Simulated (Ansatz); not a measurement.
I need energies of removing a hydrogen of BFH₅PSi, SMILES FBP[SiH3]. Use Ansatz 0.2.0 through its Python package. Settings (for the species named): CAM-B3LYP, def2-TZVP basis, multiplicity 1.

| atom | x (Å) | y (Å) | z (Å) |
| --- | --- | --- | --- |
| F | -2.0343 | -0.9837 | 1.1013 |
| B | -1.6763 | -0.0212 | 0.0856 |
| P | -0.2581 | 1.2449 | 0.4127 |
| Si | 1.3457 | -0.2450 | 0.1219 |
| H | -2.2689 | 0.0059 | -0.9357 |
| H | -0.2173 | 1.7241 | -0.9581 |
| H | 1.3548 | -1.1814 | 1.2556 |
| H | 2.6426 | 0.4433 | 0.0431 |
| H | 1.1119 | -0.9868 | -1.1263 |

The script, `bde.py`:
```python
import ansatz as az

BASIS = "def2-TZVP"
FUNCTIONAL = "cam_b3lyp"


def single_point(molecule, charge=0, unpaired=0):
    calc = (
        molecule.calculation()
        .basis(gaussian=BASIS)
        .functional(FUNCTIONAL)
        .accuracy("medium")
    )
    if charge:
        calc = calc.charge(charge)
    if unpaired:
        calc = calc.spin("collinear", total=unpaired)
    report = calc.run(threads=1).report
    if report["published_state_doubts"]:
        print("  doubts:", report["published_state_doubts"])
    return report["free_energy_ev"]

def without(molecule, index):
    rest = az.Crystal.molecule()
    for i, site in enumerate(molecule.cartesian_sites):
        if i != index:
            rest = rest.atom(site.symbol, site.position_ang)
    return rest

geometry_ang = [
    ("F", (-2.0343, -0.9837, 1.1013)),
    ("B", (-1.6763, -0.0212, 0.0856)),
    ("P", (-0.2581, 1.2449, 0.4127)),
    ("Si", (1.3457, -0.245, 0.1219)),
    ("H", (-2.2689, 0.0059, -0.9357)),
    ("H", (-0.2173, 1.7241, -0.9581)),
    ("H", (1.3548, -1.1814, 1.2556)),
    ("H", (2.6426, 0.4433, 0.0431)),
    ("H", (1.1119, -0.9868, -1.1263)),
]
mol = az.Crystal.molecule()
for symbol, xyz in geometry_ang:
    mol = mol.atom(symbol, xyz)

whole = single_point(mol, 0)
hydrogen = single_point(az.Crystal.molecule().atom("H", (0, 0, 0)), 0, 1)
print(f"E(molecule) = {whole:.5f} eV, E(H) = {hydrogen:.5f} eV")
for index in [4, 5, 8]:
    radical = single_point(without(mol, index), 0, 1)
    print(f"H{index}: homolysis {(radical + hydrogen - whole):.3f} eV")
    anion = single_point(without(mol, index), -1)
    print(f"H{index}: loss of a proton {(anion - whole):.3f} eV")
```

```console
$ python bde.py
E(molecule) = -20643.19548 eV, E(H) = -13.57334 eV
H4: homolysis 4.643 eV
H4: loss of a proton 17.594 eV
H5: homolysis 3.654 eV
H5: loss of a proton 15.389 eV
H8: homolysis 4.010 eV
H8: loss of a proton 16.469 eV
```

What to keep in mind:
- These settings explore the input space; basis and method may be short of convergence.
- The geometry is a force-field or estimated start, not a minimum of this method, and the basis set is short of its limit. All parts are taken at fixed geometry, without zero-point energy.
- Anions want diffuse functions, which this basis lacks.
- Run time: 56 s on 1 thread of Arm Neoverse V1 (shared host), peak memory 0.52 GiB.

(Lines on the test bed's own set-up are left out of the output.)
